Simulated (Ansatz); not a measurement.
Crystal: Cd3Se.

```xyz
4
Lattice="-2.0410 2.0410 6.0871 2.0410 -2.0410 6.0871 2.0410 2.0410 -6.0871" Properties=species:S:1:pos:R:3 pbc="T T T"
Cd    0.0000    0.0000    6.0871
Cd    2.0410    0.0000    3.0435
Cd    0.0000    2.0410    3.0435
Se    0.0000    0.0000    0.0000
```

The cell comes from a database or a generator and needn't be the stable form of this composition.

- Program: Ansatz 0.2.0
- Task: relaxation of cell and atoms
- Functional: PBEsol
- Dispersion: D4
- Potentials or basis: Ansatz PAW
- Cutoff: 420 eV (not typed: the program's choice for these potentials)
- k mesh: 9 × 9 × 9
- Occupations: fermi-dirac, width 0.05 eV
- Spin: no spin polarisation

At the start: volume 25.36 Å³/atom.

Where does the relaxation end?

It ends after 5 steps and the volume is 22.23 Å³/atom (-12.3 %); space group I4/mmm (No. 139, to 0.05 Å).

The path:
```csv
step,energy change (eV),largest force (eV/Å),volume (Å³)
1,0.0000,0.0000,101.42
2,-0.2044,0.0000,88.55
3,-0.2106,0.0000,89.35
4,-0.2110,0.0000,88.91
5,-0.2085,0.0000,88.91
```

Final structure:
```xyz
4
Lattice="-1.9712 1.9712 5.7205 1.9712 -1.9712 5.7205 1.9712 1.9712 -5.7205" Properties=species:S:1:pos:R:3 pbc="T T T"
Cd    0.0000    0.0000    5.7205
Cd    1.9712    0.0000    2.8602
Cd    0.0000    1.9712    2.8602
Se    0.0000    0.0000    0.0000
```

Caveat: the plane-wave basis is chosen anew once the cell has moved, so the energies of steps on either side of that aren't comparable; pairwise dispersion overbinds metals, which lowers pressure and volume; the PAW data sets come from PBE, with cores solved anew for the run's functional, which leaves a small shift of forces and pressure.
